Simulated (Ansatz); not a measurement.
# SnO2: the cost of one run

Method: DFT LDA, scalar-relativistic, plane waves, PAW, in Ansatz 0.2.0.

### 1 The structure to begin with

Symmetry: R-3m, No. 166, trigonal system. The conventional cell has a = 3.208 Å, b = 3.208 Å, c = 12.244 Å, α = 90.00°, β = 90.00°, γ = 120.00°. Sn (site symmetry -3m) has 6 O at 2.09 Å as nearest neighbours. O (site symmetry 3m) is surrounded by 3 Sn at 2.09 Å.

Coordinates:

```cif
data_structure
_symmetry_space_group_name_H-M 'P 1'
_symmetry_Int_Tables_number 1
_cell_length_a 4.4819
_cell_length_b 4.4819
_cell_length_c 4.4819
_cell_angle_alpha 41.938
_cell_angle_beta 41.938
_cell_angle_gamma 41.938
_cell_volume 36.37
loop_
_atom_site_label
_atom_site_type_symbol
_atom_site_fract_x
_atom_site_fract_y
_atom_site_fract_z
_atom_site_occupancy
Sn1 Sn 0.50000 0.50000 0.50000 1
O1 O 0.24519 0.24519 0.24519 1
O2 O 0.75481 0.75481 0.75481 1
```

It goes back to an entry of the Materials Project, which need not be the stable form.

This cell was relaxed beforehand with the same method: volume 12.12 Å³/atom, gap on the mesh 1.56 eV.

### 2 The reference: the undisturbed cell on the scan's mesh

Input file input.yaml:

```yaml
crystal:
  lattice:
    - [1.6039156916, 0.9260211563, 4.0813809037]
    - [-1.6039156916, 0.9260211563, 4.0813809037]
    - [0.0, -1.8520423126, 4.0813809037]
  atoms:
    - { symbol: Sn, position: [0.5, 0.5, 0.5] }
    - { symbol: O, position: [0.2451905456, 0.2451905456, 0.2451905456] }
    - { symbol: O, position: [0.7548094544, 0.7548094544, 0.7548094544] }
basis:
  ecutwfc: 420
kpoints:
  mp_grid: { grid: [12, 12, 12] }
hamiltonian:
  xc: lda
scf:
  occupations: { method: gaussian, width: 0.05 }
output:
  forces: true
  stress: true
  eigenvalues: true
  write_density: true
  write_potential: true
  elf: true
  volumetric_format: npy
```

Run with:

```console
$ ansatz run input.yaml --threads 1 --pin off --max-ram 2560MiB --backend cpu --events-out ev --progress --plain --runs-dir out
```

**Question.** How long does this run take on 1 thread of Arm Neoverse V2, shared host, and how much memory does it need?

About 7.1 s, with a peak of 0.37 GiB.
